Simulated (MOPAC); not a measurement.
**BSiNH6O (SMILES BN[SiH2]O) at 5 levels**

Wanted: a comparison of 5 runs (AM1, PM3, PM6, PM6-D3H4, PM7) of BSiNH6O. 

The results are computed with MOPAC 23.2.5.

6 further runs of the same task are left out: 1 that didn't finish, 5 set aside as unsound or not needed.

### 1 The structure to begin with

BSiNH6O: 10 atoms, total charge 0, spin state singlet. As SMILES, `BN[SiH2]O`. The coordinates come from a GFN2-xTB relaxation. This is one conformer, not always the lowest.

Bond lengths: B1–N2 1.393 Å, N2–Si3 1.747 Å, Si3–O4 1.626 Å, B1–H5 1.171 Å, B1–H6 1.173 Å, N2–H7 1.011 Å, Si3–H8 1.457 Å, Si3–H9 1.460 Å, O4–H10 0.954 Å. Some angles: B1–N2–Si3 130.2°, N2–Si3–O4 108.5°, B1–N2–H7 116.1°, Si3–N2–H7 113.4°, N2–B1–H5 118.4°, N2–B1–H6 119.8°, N2–Si3–H8 111.6°, N2–Si3–H9 107.9°, O4–Si3–H8 101.3°, O4–Si3–H9 111.8°.

### 2 The energy at AM1 (COSMO benzene) (run 1)

Input file mopac_ase.py:

```python
from ase.calculators.mopac import MOPAC
from ase import Atoms

mol = Atoms(
    ['B', 'N', 'Si', 'O', 'H', 'H', 'H', 'H', 'H', 'H'],
    positions=[
        [-0.397130, 1.796900, 0.200550],
        [0.121430, 0.525790, 0.434880],
        [-0.259900, -1.004350, -0.315900],
        [0.944200, -2.049280, 0.002830],
        [-1.170610, 1.932160, -0.667650],
        [-0.045870, 2.701100, 0.860320],
        [0.771750, 0.445040, 1.205080],
        [-1.385290, -1.658000, 0.339690],
        [-0.413600, -0.774260, -1.749630],
        [1.835020, -1.915090, -0.310180],
    ],
)
calc = MOPAC(label="job", method="AM1", task="1SCF GRADIENTS EPS=2.27 PL MULLIK AUX(PRECISION=6) THREADS=1")
mol.calc = calc
energy = mol.get_potential_energy()
print("energy / eV: %.6f" % energy)
print("forces (eV/A):")
for sym, f in zip(mol.get_chemical_symbols(), mol.get_forces()):
    print(f"{sym:2s} {f[0]:10.5f} {f[1]:10.5f} {f[2]:10.5f}")
print("dipole (e A):", mol.get_dipole_moment().round(4))
print("heat of formation (kcal/mol): %.4f" % (calc.get_final_heat_of_formation() / 0.0433641153))
```

Launch:

```bash
$ export ASE_MOPAC_COMMAND="mopac PREFIX.mop > /dev/null 2>&1"
$ python mopac_ase.py
```

What it wrote:

```text
energy / eV: -4.282684
forces (eV/A):
B     1.40486   -3.20040    0.58563
N    -0.41845    1.24383    0.24869
Si   -3.33733    4.00103   -0.76237
O     3.99786   -3.33801    0.96000
H    -0.68564    0.17175   -0.73433
H     0.24461    0.71316    0.49646
H    -0.62489    0.46305   -0.65458
H    -0.17430    0.04161   -0.17515
H    -0.24395   -0.08977    0.02177
H    -0.16278   -0.00624    0.01387
dipole (e A): [ 0.265  -0.0346 -0.0633]
heat of formation (kcal/mol): -98.7610
```

The calculator wrote job.mop:

```
AM1 1SCF GRADIENTS EPS=2.27 PL MULLIK AUX(PRECISION=6) THREADS=1 DISP RELSCF=0.0001 
Title: ASE calculation

 B  -0.39713 1 1.7969 1 0.20055 1
 N  0.12143 1 0.52579 1 0.43488 1
 Si -0.2599 1 -1.00435 1 -0.3159 1
 O  0.9442 1 -2.04928 1 0.00283 1
 H  -1.17061 1 1.93216 1 -0.66765 1
 H  -0.04587 1 2.7011 1 0.86032 1
 H  0.77175 1 0.44504 1 1.20508 1
 H  -1.38529 1 -1.658 1 0.33969 1
 H  -0.4136 1 -0.77426 1 -1.74963 1
 H  1.83502 1 -1.91509 1 -0.31018 1
```

Run time: 0.18 s. Hardware: 1 thread of Arm Neoverse V1, shared host.

### 3 Energy and gradient at PM3 (run 2)

Input file job.mop:

```
DISP BONDS GRADIENTS 1SCF PM3 AUX(PRECISION=6) T=10M THREADS=1
BH6NOSi gradient

B     -0.397130 +1     1.796900 +1     0.200550 +1
N      0.121430 +1     0.525790 +1     0.434880 +1
Si    -0.259900 +1    -1.004350 +1    -0.315900 +1
O      0.944200 +1    -2.049280 +1     0.002830 +1
H     -1.170610 +1     1.932160 +1    -0.667650 +1
H     -0.045870 +1     2.701100 +1     0.860320 +1
H      0.771750 +1     0.445040 +1     1.205080 +1
H     -1.385290 +1    -1.658000 +1     0.339690 +1
H     -0.413600 +1    -0.774260 +1    -1.749630 +1
H      1.835020 +1    -1.915090 +1    -0.310180 +1
```

Launch:

```bash
$ mopac job.mop
```

job.out:

```text
MOPAC v23.2.5
PM3 CALCULATION RESULTS
[...]
           Empirical Formula: H6 N O B Si  =    10 atoms
      MOLECULAR POINT GROUP   :   C1
[...]
     SCF FIELD WAS ACHIEVED
[...]
                              SUM =        -93.64408 KCAL/MOL = FINAL HEAT OF FORMATION
          TOTAL ENERGY            =       -718.89139 EV
          ELECTRONIC ENERGY       =      -2055.30024 EV
          CORE-CORE REPULSION     =       1336.40885 EV
          COSMO AREA              =        118.79 SQUARE ANGSTROMS
          COSMO VOLUME            =        106.46 CUBIC ANGSTROMS
          GRADIENT NORM           =        106.69699          =       33.74055 PER ATOM
          IONIZATION POTENTIAL    =         10.140885 EV
          HOMO LUMO ENERGIES (EV) =        -10.141  0.494
          NO. OF FILLED LEVELS    =         12
          MOLECULAR WEIGHT        =         74.9490         POINT GROUP:  C1
[...]
                             CARTESIAN COORDINATES
   1    B       -0.397130000     1.796900000     0.200550000
   2    N        0.121430000     0.525790000     0.434880000
   3   Si       -0.259900000    -1.004350000    -0.315900000
   4    O        0.944200000    -2.049280000     0.002830000
   5    H       -1.170610000     1.932160000    -0.667650000
   6    H       -0.045870000     2.701100000     0.860320000
   7    H        0.771750000     0.445040000     1.205080000
   8    H       -1.385290000    -1.658000000     0.339690000
   9    H       -0.413600000    -0.774260000    -1.749630000
  10    H        1.835020000    -1.915090000    -0.310180000
           Empirical Formula: H6 N O B Si  =    10 atoms
[...]
              NET ATOMIC CHARGES AND DIPOLE CONTRIBUTIONS
  ATOM NO.   TYPE          CHARGE      No. of ELECS.   s-Pop       p-Pop
    1          B          -0.407963        3.4080     1.00658     2.40138
    2          N           0.131146        4.8689     1.30025     3.56860
    3         Si           0.783558        3.2164     0.93419     2.28226
    4          O          -0.520472        6.5205     1.74088     4.77959
    5          H           0.026976        0.9730     0.97302
    6          H           0.026149        0.9739     0.97385
    7          H           0.028629        0.9714     0.97137
    8          H          -0.125464        1.1255     1.12546
    9          H          -0.145972        1.1460     1.14597
   10          H           0.203413        0.7966     0.79659
 DIPOLE           X         Y         Z       TOTAL
 POINT-CHG.     0.382    -1.525    -0.409     1.625
 HYBRID         1.003    -0.174     0.163     1.032
 SUM            1.386    -1.699    -0.245     2.207
[...]
 * JOB ENDED NORMALLY *
[...]
```

It took 0.04 s on 1 thread of Arm Neoverse V1, shared host.

Runs 3 to 4 aren't shown in full; the table further down has their settings and results.

### 4 Energy and gradient at PM7 (run 5)

Input file job.mop:

```
PM7 1SCF DISP GRADIENTS BONDS AUX(PRECISION=9) THREADS=1
BH6NOSi, PM7

B -0.397130 1 1.796900 1 0.200550 1
N 0.121430 1 0.525790 1 0.434880 1
Si -0.259900 1 -1.004350 1 -0.315900 1
O 0.944200 1 -2.049280 1 0.002830 1
H -1.170610 1 1.932160 1 -0.667650 1
H -0.045870 1 2.701100 1 0.860320 1
H 0.771750 1 0.445040 1 1.205080 1
H -1.385290 1 -1.658000 1 0.339690 1
H -0.413600 1 -0.774260 1 -1.749630 1
H 1.835020 1 -1.915090 1 -0.310180 1
```

Launch:

```bash
$ mopac job.mop
```

job.out:

```text
MOPAC v23.2.5
PM7 CALCULATION RESULTS
[...]
           Empirical Formula: H6 N O B Si  =    10 atoms
      MOLECULAR POINT GROUP   :   C1
[...]
     SCF FIELD WAS ACHIEVED
[...]
                              SUM =       -106.83673 KCAL/MOL = FINAL HEAT OF FORMATION
          TOTAL ENERGY            =       -723.09921 EV
          ELECTRONIC ENERGY       =      -2077.72175 EV
          CORE-CORE REPULSION     =       1354.62253 EV
          COSMO AREA              =        118.79 SQUARE ANGSTROMS
          COSMO VOLUME            =        106.46 CUBIC ANGSTROMS
          GRADIENT NORM           =         69.67618          =       22.03354 PER ATOM
          IONIZATION POTENTIAL    =         10.921375 EV
          HOMO LUMO ENERGIES (EV) =        -10.921  0.076
          NO. OF FILLED LEVELS    =         12
          MOLECULAR WEIGHT        =         74.9490         POINT GROUP:  C1
[...]
                             CARTESIAN COORDINATES
   1    B       -0.397130000     1.796900000     0.200550000
   2    N        0.121430000     0.525790000     0.434880000
   3   Si       -0.259900000    -1.004350000    -0.315900000
   4    O        0.944200000    -2.049280000     0.002830000
   5    H       -1.170610000     1.932160000    -0.667650000
   6    H       -0.045870000     2.701100000     0.860320000
   7    H        0.771750000     0.445040000     1.205080000
   8    H       -1.385290000    -1.658000000     0.339690000
   9    H       -0.413600000    -0.774260000    -1.749630000
  10    H        1.835020000    -1.915090000    -0.310180000
           Empirical Formula: H6 N O B Si  =    10 atoms
[...]
              NET ATOMIC CHARGES AND DIPOLE CONTRIBUTIONS
  ATOM NO.   TYPE          CHARGE      No. of ELECS.   s-Pop       p-Pop       d-Pop
    1          B          -0.047807        3.0478     0.72800     2.31980
    2          N          -0.552129        5.5521     1.53578     4.01635
    3         Si           0.375996        3.6240     0.87508     2.48619     0.26273
    4          O          -0.675096        6.6751     1.72239     4.95271
    5          H           0.042230        0.9578     0.95777
    6          H           0.039008        0.9610     0.96099
    7          H           0.271431        0.7286     0.72857
    8          H           0.094507        0.9055     0.90549
    9          H           0.081370        0.9186     0.91863
   10          H           0.370491        0.6295     0.62951
 DIPOLE           X         Y         Z       TOTAL
 POINT-CHG.    -0.527     0.039    -1.264     1.370
 HYBRID         1.561    -0.379     0.841     1.814
 SUM            1.034    -0.340    -0.422     1.168
[...]
 * JOB ENDED NORMALLY *
[...]
```

Run time: 0.04 s. Hardware: 1 thread of Arm Neoverse V1, shared host.

### 5 All runs side by side

```csv
run,level,task,dielectric constant,heat of formation (kcal/mol),dipole moment (D),HOMO energy (eV),LUMO energy (eV),wall time
1,AM1 (COSMO benzene),energy,2.27,-98.76,1.32,-10.65,1.34,0.18 s
2,PM3,gradient,–,-93.64,2.21,-10.14,0.49,0.04 s
3,PM6,gradient,–,-94.79,1.97,-10.60,0.14,0.04 s
4,PM6-D3H4,gradient,–,-94.76,1.97,-10.60,0.14,0.04 s
5,PM7,gradient,–,-106.84,1.17,-10.92,0.08,0.04 s
```

### 6 Summary of results

| quantity | value |
| --- | --- |
| run 5: total energy | -26.57341 Eh |
| run 5: dipole moment | 1.17 D |
| run 5: HOMO energy | -10.92 eV |
| run 5: LUMO energy | 0.08 eV |
| run 5: HOMO–LUMO gap | 11.00 eV |
| run 5: dispersion energy | -1.60 kJ/mol |
| run 5: heat of formation at this unrelaxed shape | -106.8 kcal/mol |
| run 5: largest force on an atom | 1.769 eV/Å |

In words: The dipole moment (its size) runs from 1.17 D (PM7) to 2.21 D (PM3). The HOMO–LUMO gap runs from 10.63 eV (PM3) to 11.99 eV (AM1). The two ends differ in method and solvent. Force-field and semi-empirical energies have zeros of their own, so their totals don't compare. All runs together took 0.34 s, the longest 0.18 s.
